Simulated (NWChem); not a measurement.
# r2SCAN0-D3(BJ)/MINI run of BSiH4ClO2 (SMILES OB(Cl)O[SiH3]), part 2 of 2

NWChem 7.3.0.

**3. The triplet**

Contents of a.nw:

```
start a
title "BClH4O2Si r2SCAN0"
memory total 2200 mb
geometry units angstrom noautosym nocenter noautoz
O     -1.488800     0.491100     0.723100
B     -0.230000     0.993200     0.686000
Cl     0.150700     2.510600     1.524900
O      0.744500     0.354700     0.017900
Si     0.741000    -1.054400    -0.858000
H     -2.103900     1.027600     1.228100
H      2.126200    -1.243000    -1.344100
H     -0.193300    -0.936400    -2.003700
H      0.342200    -2.189700     0.008800
end
basis "ao basis" spherical bse
* library MINI
end
dft
xc r2scan0
mult 3
disp vdw 4
grid coarse
iterations 150
mulliken
end
property
dipole
esp
quadrupole
octupole
moldenfile
molden_norm janpa
end
task dft property
```

Started as:

```bash
$ nwchem a.nw > a.out
```

Log:

```text
Northwest Computational Chemistry Package (NWChem) 7.3.0
             --------------------------------------------------------

           Job information
           ---------------

    nwchem branch   = 7.3.0
    use scalapack   = T
    input           = a.nw
    prefix          = a.
    data base       = ./a.db
    status          = startup
    nproc           =        1

           Memory information
           ------------------

    heap     =     72089600 doubles =      550.0 Mbytes
    stack    =     72089597 doubles =      550.0 Mbytes
    global   =    144179200 doubles =     1100.0 Mbytes (distinct from heap & stack)
    total    =    288358397 doubles =     2200.0 Mbytes
    verify   = yes
    hardfail = no

           Directory information
           ---------------------

  0 permanent = .
  0 scratch   = .

                                NWChem Input Module
                                -------------------

                                 BClH4O2Si r2SCAN0
                                 -----------------

 Scaling coordinates for geometry "geometry" by  1.889725989
 (inverse scale =  0.529177249)

                             Geometry "geometry" -> ""
                             -------------------------

 Output coordinates in angstroms (scale by  1.889725989 to convert to a.u.)

  No.       Tag          Charge          X              Y              Z
 ---- ---------------- ---------- -------------- -------------- --------------
    1 O                    8.0000    -1.48880000     0.49110000     0.72310000
    2 B                    5.0000    -0.23000000     0.99320000     0.68600000
    3 Cl                  17.0000     0.15070000     2.51060000     1.52490000
[... 5 lines of this table left out ...]
    9 H                    1.0000     0.34220000    -2.18970000     0.00880000

      Atomic Mass
      -----------

      O                 15.994910
      B                 11.009310
      Cl                34.968850
      Si                27.976930
      H                  1.007825

 Effective nuclear repulsion energy (a.u.)     265.8389100979

            Nuclear Dipole moment (a.u.)
            ----------------------------
        X                 Y               Z
 ---------------- ---------------- ----------------
    11.3434581916    68.6150057823    39.9835783568

            XYZ format geometry
            -------------------
     9
 geometry
 O                    -1.48880000     0.49110000     0.72310000
 B                    -0.23000000     0.99320000     0.68600000
 Cl                    0.15070000     2.51060000     1.52490000
[... 5 lines of this table left out ...]
 H                     0.34220000    -2.18970000     0.00880000

 ==============================================================================
                                internuclear distances
 ------------------------------------------------------------------------------
       center one      |      center two      | atomic units |  angstroms
 ------------------------------------------------------------------------------
    2 B                |   1 O                |     2.56200  |     1.35575
    3 Cl               |   2 B                |     3.35456  |     1.77516
    4 O                |   2 B                |     2.53793  |     1.34302
[... 4 lines of this table left out ...]
    9 H                |   5 Si               |     2.80246  |     1.48300
 ------------------------------------------------------------------------------
                         number of included internuclear distances:          8
 ==============================================================================

 ==============================================================================
                                 internuclear angles
 ------------------------------------------------------------------------------
        center 1       |       center 2       |       center 3       |  degrees
 ------------------------------------------------------------------------------
    2 B                |   1 O                |   6 H                |   113.73
    1 O                |   2 B                |   3 Cl               |   120.18
    1 O                |   2 B                |   4 O                |   120.75
    3 Cl               |   2 B                |   4 O                |   119.07
    2 B                |   4 O                |   5 Si               |   131.67
    4 O                |   5 Si               |   7 H                |   106.24
    4 O                |   5 Si               |   8 H                |   109.97
    4 O                |   5 Si               |   9 H                |   110.01
    7 H                |   5 Si               |   8 H                |   110.24
    7 H                |   5 Si               |   9 H                |   110.25
    8 H                |   5 Si               |   9 H                |   110.06
 ------------------------------------------------------------------------------
                            number of included internuclear angles:         11
 ==============================================================================

 Summary of "ao basis" -> "" (spherical)
 ------------------------------------------------------------------------------
       Tag                 Description            Shells   Functions and Types
 ---------------- ------------------------------  ------  ---------------------
 *                            MINI                    on all atoms

                              NWChem Property Module
                              ----------------------

                                 BClH4O2Si r2SCAN0

[... 1 line left out ...]
  convergence criterion.
[... 32 lines left out ...]
  convergence criterion.
[... 15 lines left out ...]
          Convergence on energy requested:  1.00D-07
          Convergence on density requested:  1.00D-05
          Convergence on gradient requested:  5.00D-04
[... 22 lines left out ...]
          Spatial weights used:  Erf1
[... 1 line left out ...]
          Convergence Information
[... 1 line left out ...]
          Convergence aids based upon iterative change in
          total energy or number of iterations.
[... 77 lines left out ...]
   convergence    iter        energy       DeltaE   RMS-Dens  Diis-err    time
[... 13 lines left out ...]
         Total DFT energy =     -921.909756953827
      One electron energy =    -1797.856801854966
           Coulomb energy =      681.440699311258
    Exchange-Corr. energy =      -71.330267509326
 Nuclear repulsion energy =      265.838910097853
[... 7 lines left out ...]
                    DFT Final Alpha Molecular Orbital Analysis
[... 260 lines left out ...]
                     DFT Final Beta Molecular Orbital Analysis
[... 343 lines left out ...]
     Multipole analysis of the density
     ---------------------------------

     L   x y z        total         alpha         beta         nuclear
     -   - - -        -----         -----         ----         -------
     0   0 0 0     -0.000000    -29.000000    -27.000000     56.000000

     1   1 0 0     -1.154324     -7.153152     -5.344630     11.343458
[... 8 lines of this table left out ...]
     2   0 0 2    -37.162214   -136.419982   -128.236861    227.494630

          -------------
          Dipole Moment
          -------------

 Center of charge (in au) is the expansion point
         X =       0.2025618 Y =       1.2252680 Z =       0.7139925

   Dipole moment        1.4226864740 A.U.
             DMX       -1.1543236290 DMXEFC        0.0000000000
             DMY        0.5290329259 DMYEFC        0.0000000000
             DMZ        0.6416369116 DMZEFC        0.0000000000
   -EFC- dipole         0.0000000000 A.U.
   Total dipole         1.4226864740 A.U.

   Dipole moment        3.6161356531 Debye(s)
             DMX       -2.9340201838 DMXEFC        0.0000000000
             DMY        1.3446777346 DMYEFC        0.0000000000
             DMZ        1.6308906809 DMZEFC        0.0000000000
   -EFC- dipole         0.0000000000 DEBYE(S)
   Total dipole         3.6161356531 DEBYE(S)

 1 a.u. = 2.541766 Debyes

          -----------------
          Quadrupole Moment
          -----------------

 Center of charge (in au) is the expansion point
         X =       0.2025618 Y =       1.2252680 Z =       0.7139925

 < R**2 > = 865.678085 a.u.  ( 1 a.u. = 0.280023 10**(-16) cm**2 )
 ( also called diamagnetic susceptibility )

   Second moments in atomic units

   Component  Electronic+nuclear     Point charges             Total
  --------------------------------------------------------------------------
      XX          -35.9353436804          0.0000000000        -35.9353436804
      YY          -41.7804005969          0.0000000000        -41.7804005969
      ZZ          -38.0784615560          0.0000000000        -38.0784615560
      XY           -1.0838705671          0.0000000000         -1.0838705671
      XZ           -0.8346448852          0.0000000000         -0.8346448852
      YZ           -2.9459155054          0.0000000000         -2.9459155054

   Second moments in buckingham(s)

   Component  Electronic+nuclear     Point charges             Total
  --------------------------------------------------------------------------
      XX          -48.3298390046          0.0000000000        -48.3298390046
      YY          -56.1909203472          0.0000000000        -56.1909203472
      ZZ          -51.2121418098          0.0000000000        -51.2121418098
      XY           -1.4577094483          0.0000000000         -1.4577094483
      XZ           -1.1225230872          0.0000000000         -1.1225230872
      YZ           -3.9619941683          0.0000000000         -3.9619941683

   Quadrupole moments in atomic units

   Component  Electronic+nuclear     Point charges             Total
  --------------------------------------------------------------------------
      XX            3.9940873961          0.0000000000          3.9940873961
      YY           -4.7734979787          0.0000000000         -4.7734979787
      ZZ            0.7794105827          0.0000000000          0.7794105827
      XY           -1.6258058507          0.0000000000         -1.6258058507
      XZ           -1.2519673278          0.0000000000         -1.2519673278
      YZ           -4.4188732581          0.0000000000         -4.4188732581

   Quadrupole moments in buckingham(s)

   Component  Electronic+nuclear     Point charges             Total
  --------------------------------------------------------------------------
      XX            5.3716920739          0.0000000000          5.3716920739
      YY           -6.4199299401          0.0000000000         -6.4199299401
      ZZ            1.0482378661          0.0000000000          1.0482378661
[... 4 lines of this table left out ...]
 1 a.u. = 1.344911 Buckinghams = 1.344911 10**(-26) esu*cm**2

          ---------------
          Octupole Moment
          ---------------

 Center of charge (in au) is the expansion point
         X =       0.2025618 Y =       1.2252680 Z =       0.7139925

   Third moments in atomic units

   Component  Electronic+nuclear     Point charges             Total
  --------------------------------------------------------------------------
      XXX         -41.9722871906          0.0000000000        -41.9722871906
      YYY          53.9542440716          0.0000000000         53.9542440716
      ZZZ          40.0062422534          0.0000000000         40.0062422534
[... 6 lines of this table left out ...]
      XYZ          -8.0050847351          0.0000000000         -8.0050847351

   Third moments in 10**(-34) esu*cm**3

   Component  Electronic+nuclear     Point charges             Total
  --------------------------------------------------------------------------
      XXX         -29.8711731261          0.0000000000        -29.8711731261
      YYY          38.3985880548          0.0000000000         38.3985880548
      ZZZ          28.4719625369          0.0000000000         28.4719625369
[... 6 lines of this table left out ...]
      XYZ          -5.6971227449          0.0000000000         -5.6971227449

   Octupole moments in atomic units

   Component  Electronic+nuclear     Point charges             Total
  --------------------------------------------------------------------------
      XXX          -2.5240936901          0.0000000000         -2.5240936901
      YYY         -20.0815994476          0.0000000000        -20.0815994476
      ZZZ         -24.3673131810          0.0000000000        -24.3673131810
[... 6 lines of this table left out ...]
      XYZ         -20.0127118377          0.0000000000        -20.0127118377

   Octupole moments in 10**(-34) esu*cm**3

   Component  Electronic+nuclear     Point charges             Total
  --------------------------------------------------------------------------
      XXX          -1.7963671901          0.0000000000         -1.7963671901
      YYY         -14.2918333476          0.0000000000        -14.2918333476
      ZZZ         -17.3419243832          0.0000000000        -17.3419243832
[... 6 lines of this table left out ...]
      XYZ         -14.2428068623          0.0000000000        -14.2428068623

 1 a.u. = 0.711688 10**(-34) esu*cm**3

          ---------------------------------------------
          Electrostatic potential/diamagnetic shielding
          ---------------------------------------------

 1 a.u. = 9.07618 esu/cm ( or statvolts )
   Point      X         Y         Z     Total Potential(a.u.)   Diamagnetic shielding(a.u.)
    1 O   -2.81342   0.92804   1.36646     -22.061859            32.468559
    2 B   -0.43464   1.87688   1.29635     -11.039535            25.813075
    3 Cl   0.28478   4.74435   2.88164     -64.047430            70.887022
[... 5 lines of this table left out ...]
    9 H    0.64666  -4.13793   0.01663      -0.887656            11.981914
 MOLDEN output will be written to the file ./a.molden
  do_norm_janpa  T
  do_norm_nwchem  F
  molden scftype: UHF                  spinref:                     2

 Task  times  cpu:       13.5s     wall:       13.5s
 Total times  cpu:       13.6s     wall:       13.6s
```

Wall time 14 s (1 thread of Intel Xeon 6975P-C (Granite Rapids), shared host); peak memory 0.21 GiB.

Atomic charges (e):

| atom | Mulliken | Löwdin |
| --- | --- | --- |
| O1 | -0.580 | -0.330 |
| B2 | +0.620 | +0.170 |
| Cl3 | -0.140 | +0.000 |
| O4 | -0.380 | -0.200 |
| Si5 | +0.200 | +0.180 |
| H6 | +0.430 | +0.330 |
| H7 | -0.090 | -0.090 |
| H8 | -0.030 | -0.030 |
| H9 | -0.040 | -0.030 |

**4. Results**

This closing draws on all 2 parts.

Level: r2SCAN0-D3(BJ)/MINI.

| quantity | value |
| --- | --- |
| singlet: total energy | -922.22399 Eh |
| singlet: dipole moment | 1.99 D |
| singlet: HOMO energy | -9.80 eV |
| singlet: LUMO energy | 0.17 eV |
| singlet: HOMO–LUMO gap | 9.97 eV |
| singlet: dispersion energy | -6.03 kJ/mol |
| triplet: total energy | -921.90976 Eh |
| triplet: dipole moment | 3.62 D |
| triplet: HOMO energy (highest over α and β) | -1.89 eV |
| triplet: dispersion energy | -6.03 kJ/mol |
| triplet: ⟨S²⟩ | 2.010 |
| vertical energy of the triplet above the singlet | 8.551 eV |

What this shows: At this shape the triplet lies 8.55 eV (825 kJ/mol) above the singlet. In a minimal basis such a difference can be off by several eV, whatever the method. Mulliken charges (singlet) run from -0.68 on O4 to +0.73 on Si5. Mulliken charges (triplet) run from -0.58 on O1 to +0.62 on B2.
